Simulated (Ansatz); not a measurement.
# CH₇BNP: basis-set convergence

Aim: see how fast density functionals converge with the basis set for CH₇BNP.

Computed with Ansatz 0.2.0, Gaussian basis. Level: one geometry, several basis sets.

Plan: PBE0-D4/def2-SVP; ωB97M-V/def2-SVP; PBE0-D4/def2-QZVPP; ωB97M-V/def2-QZVPP; the functionals' def2-TZVPP values are taken from earlier runs.

## 1. The relaxed structure

An earlier PBE0-D4 in a triple-zeta def2 set relaxation fixed the geometry.

SMILES `CB(N)P`, 11 atoms, charge 0, spin multiplicity 1.

Atoms are counted from 1 here; the program's logs count them from 0.

Bond lengths: C1–B2 1.573 Å, C1–H5 1.094 Å, C1–H6 1.094 Å, C1–H7 1.095 Å, B2–N3 1.394 Å, B2–P4 1.936 Å, N3–H8 1.005 Å, N3–H9 1.007 Å, P4–H10 1.420 Å, P4–H11 1.417 Å. Angles: B2–C1–H5 111.6°, B2–C1–H6 113.3°, B2–C1–H7 110.2°, H5–C1–H6 107.9°, H5–C1–H7 105.9°, H6–C1–H7 107.6°, C1–B2–N3 120.8°, C1–B2–P4 119.5°, N3–B2–P4 119.5°, B2–N3–H8 124.1°, B2–N3–H9 122.3°, H8–N3–H9 113.6°, B2–P4–H10 98.9°, B2–P4–H11 97.1°, H10–P4–H11 95.0°.

## 2. PBE0-D4 in def2-SVP

in.yaml reads:

```yaml
crystal:
  periodic: [false, false, false]
  atoms:
    - {symbol: C, position_ang: [-1.093222, 0.922586, -0.128032]}
    - {symbol: B, position_ang: [0.002902, -0.179788, 0.111867]}
    - {symbol: N, position_ang: [0.427127, -0.495920, 1.401394]}
    - {symbol: P, position_ang: [0.670948, -1.204851, -1.389127]}
    - {symbol: H, position_ang: [-1.903535, 0.553239, -0.763722]}
    - {symbol: H, position_ang: [-1.537033, 1.299327, 0.798301]}
    - {symbol: H, position_ang: [-0.659595, 1.776561, -0.659212]}
    - {symbol: H, position_ang: [1.134077, -1.179243, 1.610951]}
    - {symbol: H, position_ang: [0.043310, -0.049757, 2.218369]}
    - {symbol: H, position_ang: [2.007227, -1.393277, -0.948840]}
    - {symbol: H, position_ang: [0.973292, -0.105678, -2.231450]}
basis:
  gaussian: {orbitals: def2-SVP}
hamiltonian: {xc: pbe0, dispersion: d4}
output: {orbitals: {seedname: orbitals}}
```

Started as:

```console
$ ansatz run in.yaml --threads 2 --pin off --events-out ev --progress --plain --max-ram 4352MiB
```

The runs that follow: ωB97M-V in def2-SVP; PBE0-D4 in def2-QZVPP; ωB97M-V in def2-QZVPP.

Before running them: what should the planned runs give, taken together? Wanted: PBE0-D4: double and triple zeta above quadruple; ωB97M-V: double and triple zeta above quadruple.

**Answer**, as computed:

| quantity | value |
| --- | --- |
| PBE0-D4: double and triple zeta above quadruple | 7.39, 0.49 eV |
| ωB97M-V: double and triple zeta above quadruple | 7.57, 0.47 eV |

PBE0-D4 gains 6.90 eV from double to triple zeta, then 0.49 eV more. Total energies overstate the basis error of differences, where much of it tends to cancel. The LUMO of ωB97M-V is positive and keeps falling with the basis (2.65 to 1.44 eV): an unbound level that the basis holds in place.
